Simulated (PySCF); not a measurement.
# C5H8N2Si: the cost of one run

Programs: PySCF 2.14.0, with density-fitted response routines of our own. Each step states its level of theory. These are calculated values for one molecule, in the gas phase or a continuum, unless marked as measured. Atoms count from 0, in the outputs and in this text.

## 1. The molecule as given

16 atoms, charge 0, multiplicity 1; geometry from: GFN2-xTB. The atoms were then displaced at random by about 0.01 Å, so the start is not that level's minimum.

Bonds of the start (Å): Si0–N1 1.77, N1–C2 1.38, C2–C3 1.36, C3–C4 1.42, C4–C5 1.38, C5–N6 1.34, N6–C7 1.32, C7–C2 1.39, Si0–H8 1.43, Si0–H9 1.46, Si0–H10 1.45, N1–H11 1.01, C3–H12 1.09, C4–H13 1.10, C5–H14 1.09, C7–H15 1.06.

## 2. Optimising the geometry at PBE0-D3(BJ)/def2-SVP

What the job is given:

```
{"job": {"xc": "PBE0", "basis": "def2-SVP", "d3": "d3bj", "grid": 1, "shake": 0.01, "kind": "geom"}, "charge": 0, "multiplicity": 1}
Si     2.770060    -0.193240    -0.355600
N      1.252970     0.711040    -0.317470
C     -0.023790     0.245180    -0.055490
C     -1.077910     1.101410    -0.069290
C     -2.366970     0.581030     0.202730
C     -2.483960    -0.758370     0.501690
N     -1.430990    -1.583620     0.525030
C     -0.231440    -1.090500     0.254060
H      2.690530    -1.193130    -1.378110
H      3.720190     0.870220    -0.673030
H      3.010800    -0.774640     0.954620
H      1.278240     1.705880    -0.507890
H     -1.006640     2.158300    -0.308240
H     -3.249800     1.230550     0.211950
H     -3.441330    -1.223560     0.730100
H      0.571000    -1.788900     0.295660
```

Run with:

```bash
$ OMP_NUM_THREADS=1 python probes_run.py task.json out
```

The driver reads the jobs from task.json and runs them one after another.

Q: Estimate the wall time and peak memory of this first job on 1 thread of Intel Xeon Platinum 8488C, shared host.

About 72 s, with a peak of 0.63 GiB.
